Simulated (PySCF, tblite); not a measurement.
# C6H15PSi: geometry, infrared bands and NMR shifts

Aim: predict the infrared bands and NMR shifts of C6H15PSi (`C[C@@H]1C[C@H]([SiH3])CP1C`).

The runs use tblite 0.8.0 and PySCF 2.14.0, with density-fitted response routines of our own; the level of theory stands in each step. All values are computed, except where a source is named. Atoms count from 0, in the outputs and in this text.

## 1. The molecule as given

23 atoms, charge 0, multiplicity 1; geometry from: force field or distance geometry start.

Bonds of the start (Å): C0–C1 1.49, C1–C2 1.54, C2–C3 1.51, C3–Si4 1.88, C3–C5 1.51, C5–P6 1.85, P6–C7 1.82, P6–C1 1.88, C0–H8 1.11, C0–H9 1.13, C0–H10 1.13, C1–H11 1.08, C2–H12 1.09, C2–H13 1.11, C3–H14 1.09, Si4–H15 1.47, Si4–H16 1.47, Si4–H17 1.46, C5–H18 1.10, C5–H19 1.12, C7–H20 1.13, C7–H21 1.10, C7–H22 1.13.

## 2. Geometry optimisation with GFN2-xTB

What the job is given:

```
{"job": {"kind": "relax", "xc": "GFN2-xTB", "basis": "xTB"}, "charge": 0, "multiplicity": 1}
C     -2.041000    -1.503500     0.594600
C     -1.089900    -0.710400    -0.240100
C      0.363500    -1.217000    -0.116700
C      1.235100    -0.136600    -0.706100
Si     3.039700    -0.512400    -0.326900
C      0.922300     1.160400     0.004300
P     -0.778000     0.900400     0.679400
C     -1.974100     2.209700     0.277700
H     -1.530100    -2.411600     0.990200
H     -2.398500    -0.848500     1.440700
H     -2.919300    -1.773100    -0.060800
H     -1.390500    -0.553500    -1.269400
H      0.489800    -2.199500    -0.562400
H      0.565700    -1.237500     0.977600
H      1.138300    -0.063700    -1.790800
H      3.736500    -0.585100    -1.622600
H      3.568700     0.578000     0.499500
H      3.209600    -1.757600     0.425800
H      0.973300     1.981900    -0.726600
H      1.667900     1.258500     0.830300
H     -2.976800     1.746600     0.053500
H     -1.660700     2.867500    -0.541100
H     -2.156100     2.834100     1.200000
```

Started as:

```sh
OMP_NUM_THREADS=1 python probes_run.py task.json out
```

One launch serves the whole session: the jobs run in the order shown.

**Question.** This job is followed by: GFN2-xTB harmonic vibrations, gas phase; GIAO PBE0/pcSseg-1 NMR shielding, non-relativistic, gas phase. Predict these results of the whole session: strongest single infrared mode (GFN2-xTB); zero-point energy (GFN2-xTB); 13C shifts against TMS (PBE0/pcSseg-1); 1H shifts against TMS (PBE0/pcSseg-1, means over atoms taken as alike); 29Si shifts against TMS (PBE0/pcSseg-1); 31P shifts against H3PO4 (PBE0/pcSseg-1).

**Answer**, as computed:

```
                                                              quantity                                                     value
                             strongest single infrared mode (GFN2-xTB)                                     2263 cm⁻¹, 329 km/mol
                                          zero-point energy (GFN2-xTB)                                            118.9 kcal/mol
                                13C shifts against TMS (PBE0/pcSseg-1)                    48.0, 47.0, 36.5, 25.4, 22.7, 16.0 ppm
1H shifts against TMS (PBE0/pcSseg-1, means over atoms taken as alike)  3.85, 2.26, 1.63, 1.52, 1.50, 1.48, 1.34, 1.00, 0.85 ppm
                               29Si shifts against TMS (PBE0/pcSseg-1)                                                 -65.0 ppm
                              31P shifts against H3PO4 (PBE0/pcSseg-1)                                                 -26.7 ppm
```

In words: Over 190 steps the energy fell by 1.341 eV; of the close pairs, C0–H9 changed most, 1.128 to 1.088 Å. All 63 modes are real, so the xTB geometry is a minimum. Unscaled tight-binding wavenumbers are off by several per cent, some by more. Its intensities can rank the bands wrongly. At PBE0/pcSseg-1: Shielding is most anisotropic at P6 (span 179 ppm, paramagnetic term -622 ppm).
